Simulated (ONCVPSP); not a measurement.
# Pt: generating and testing an ONCV potential

Do these settings give a usable potential? It is generated, then checked for transferability, scattering, ghosts and hardness.

Program: ONCVPSP 4.0.1.1 (patched build). Reference atom: PBE, scalar-relativistic, spherical and spin-unpolarised. All values are calculated.

**1. The atom and the settings**

Typed settings, in words:

* element: platinum (Pt, Z = 78)
* type: optimised norm-conserving Vanderbilt (ONCV)
* frozen core: [Kr] 4d10
* valence charge: 32
* reference configuration: 4f14 5s2 5p6 5d9 6s1
* partial waves: 5s+6s: rc 1.60 bohr, ncon 5, nbas 9, qcut 8.6 1/bohr, 2 projectors; 5p: rc 1.70 bohr, ncon 4, nbas 7, qcut 8.6 1/bohr, 2 projectors, debl 0.7 Ha; 5d: rc 1.35 bohr, ncon 5, nbas 10, qcut 8 1/bohr, 3 projectors, debl 0.7 Ha; 4f: rc 0.60 bohr, ncon 4, nbas 8, qcut 23 1/bohr, local
* local potential: the f channel
* core correction: Teter function, fcfact 4, rcfact 1.2

The nodes and maxima of the atom's own shells, from an earlier all-electron run, set the scale for the radii.

All-electron outer shells of the reference configuration (PBE, scalar-relativistic, ld1.x):

```tsv
shell	level (eV)	outermost node (bohr)	outermost maximum (bohr)
4d	-306.83	0.20	0.42
5s	-101.82	0.49	0.87
4f	-70.08	–	0.38
5p	-56.02	0.53	0.98
5d	-6.14	0.57	1.26
6s	-5.66	1.14	2.38
6p	-0.84	1.36	3.69
```

**2. Generating the potential**

Pt.dat reads:

```
# ATOM AND REFERENCE CONFIGURATION
# atsym  z   nc   nv     iexc    psfile
  Pt 78.00    9    5        4      upf
#
#   n    l    f
    1    0    2.00
    2    0    2.00
    2    1    6.00
    3    0    2.00
    3    1    6.00
    3    2   10.00
    4    0    2.00
    4    1    6.00
    4    2   10.00
    4    3   14.00
    5    0    2.00
    5    1    6.00
    5    2    9.00
    6    0    1.00
#
# PSEUDOPOTENTIAL AND OPTIMIZATION
# lmax
    3
#
#   l,   rc,      ep,       ncon, nbas, qcut
    0    1.60    0.00    5    9    8.60
    1    1.70    0.00    4    7    8.60
    2    1.35    0.00    5   10    8.00
    3    0.60    0.00    4    8   23.00
#
# LOCAL POTENTIAL
# lloc, lpopt,  rc(5),   dvloc0
    3    5    0.60    0.00
#
# VANDERBILT-KLEINMAN-BYLANDER PROJECTORs
# l, nproj, debl
    0    2    1.70
    1    2    0.70
    2    3    0.70
    3    0    2.50
#
# MODEL CORE CHARGE
# icmod, fcfact, rcfact
    3    4.00    1.20
#
# LOG DERIVATIVE ANALYSIS
# epsh1, epsh2, depsh
   -5.00    5.00    0.04
#
# OUTPUT GRID
# rlmax, drl
    6.00    0.01
#
# TEST CONFIGURATIONS
# ncnf
    4
# nvcnf
#   n    l    f
    5
    4    3   14.00
    5    0    2.00
    5    1    6.00
    5    2    9.00
    6    0    0.00
#
    5
    4    3   14.00
    5    0    2.00
    5    1    6.00
    5    2    8.00
    6    0    0.00
#
    5
    4    3   14.00
    5    0    2.00
    5    1    6.00
    5    2    7.00
    6    0    0.00
#
    5
    4    3   13.00
    5    0    2.00
    5    1    6.00
    5    2    9.00
    6    0    1.00
#
```

Command:

```bash
oncvpsp.x < Pt.dat > Pt.out
```

What does the calculation give? Wanted: cutoffs for 1 and 0.1 mHa per electron, occupied waves; bound ghosts; GHOST(+) flags; largest test error; largest phase difference near zero energy, channels read; rms error of d²Exc/dn², without and with the model core; projector energies reset by the program.

The runs gave:

| quantity | value |
| --- | --- |
| cutoffs for 1 and 0.1 mHa per electron, occupied waves | 653 Ha and 795 Ha |
| bound ghosts | s at -1673.39 eV, p at -886.57 eV, d at -320.09 eV, d at -179.67 eV |
| GHOST(+) flags | s at 74 eV, d at 1443 eV |
| largest test error (AE − PS) | -555 meV, for 4f13 5s2 5p6 5d9 6s1 |
| largest phase difference near zero energy, channels read | 0.008 rad |
| rms error of d²Exc/dn², without and with the model core | 5.73 and 3.19 mHa |
| projector energies reset by the program | p: -2.059, 0.250 Ha |

What this shows: It has a bound ghost (s, p, d), a state that the atom doesn't have, and that rules the file out. Close by lies the frozen 4d level (-306.8 eV). By total energies transferability is poor: the largest error is 555 meV on 81.1 eV, for 4f13 5s2 5p6 5d9 6s1. That test lies far up in energy; among those under 40 eV, nearer to bonding, the largest error is 6.0 meV. It counts as very hard, with 653 Ha needed at the looser tolerance. At the looser tolerance the 4f wave is the slowest; 5s needs 29 Ha. Near zero energy the phases of the channels with partial waves agree within 0.008 rad. The program also flags highly localised states, GHOST(+) (s, d). These are tests on the free atom; a crystal test is still owed.
